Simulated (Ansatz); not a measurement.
# CH7GaO: the cost of one run

All numbers below are computed with Ansatz 0.2.0 (RKS r2SCAN/def2-SVP).

**1. The system as given**

Bond lengths: Ga1–O2 2.140 Å, O2–H3 1.010 Å, Ga1–H4 1.570 Å, Ga1–C5 1.980 Å, C5–H6 1.110 Å, C5–H7 1.110 Å, C5–H8 1.110 Å. Angles: Ga1–O2–H3 109.5°, O2–Ga1–H4 120.0°, O2–Ga1–C5 120.0°, H4–Ga1–C5 120.0°, Ga1–C5–H6 109.5°, Ga1–C5–H7 109.5°, Ga1–C5–H8 109.5°, H6–C5–H7 109.4°, H6–C5–H8 109.4°, H7–C5–H8 109.4°.

Structure file:

```xyz
10

Ga    0.0000    0.0000    0.0000
O     0.0000    0.0000    2.1400
H    -0.9095   -0.2814    2.4771
H     1.3596    0.0000   -0.7850
C    -1.7147    0.0000   -0.9900
H    -2.2748   -0.9305   -0.7608
H    -2.3188    0.8797   -0.6846
H    -1.5130    0.0508   -2.0803
H     0.0838    1.7726    0.5897
H     0.0648    1.3714    1.5381
```

**2. A restrained relaxation towards end A**

Springs on the bonds that form and break draw the guess towards this end; the thresholds are loose.

input.yaml reads:

```yaml
crystal:
  periodic: [false, false, false]
  atoms:
    - { symbol: Ga, position_ang: [0.0, 0.0, 0.0] }
    - { symbol: O, position_ang: [0.0, 0.0, 2.14] }
    - { symbol: H, position_ang: [-0.9095, -0.2814, 2.4771] }
    - { symbol: H, position_ang: [1.3596, 0.0, -0.785] }
    - { symbol: C, position_ang: [-1.7147, 0.0, -0.99] }
    - { symbol: H, position_ang: [-2.2748, -0.9305, -0.7608] }
    - { symbol: H, position_ang: [-2.3188, 0.8797, -0.6846] }
    - { symbol: H, position_ang: [-1.513, 0.0508, -2.0803] }
    - { symbol: H, position_ang: [0.0838, 1.7726, 0.5897] }
    - { symbol: H, position_ang: [0.0648, 1.3714, 1.5381] }
basis:
  gaussian: { orbitals: def2-SVP }
hamiltonian:
  xc: r2scan
relax:
  f_tol: 0.15
  max_steps: 25
  restrain:
    - { distance: [0, 8], at: 2.77, k: 30.0 }
    - { distance: [9, 1], at: 2.21, k: 30.0 }
    - { distance: [0, 1], at: 1.79, k: 30.0 }
    - { distance: [9, 8], at: 0.66, k: 30.0 }
output:
  orbitals: {}
```

The run is started by

```bash
$ ansatz run input.yaml --threads 4 --pin off --max-ram 5120MiB --backend cpu --events-out ev --progress --plain --runs-dir out
```

**Question.** How long does this run take on 4 threads of Arm Neoverse V2, shared host, and how much memory does it need?

About 17 s, with a peak of 0.14 GiB.
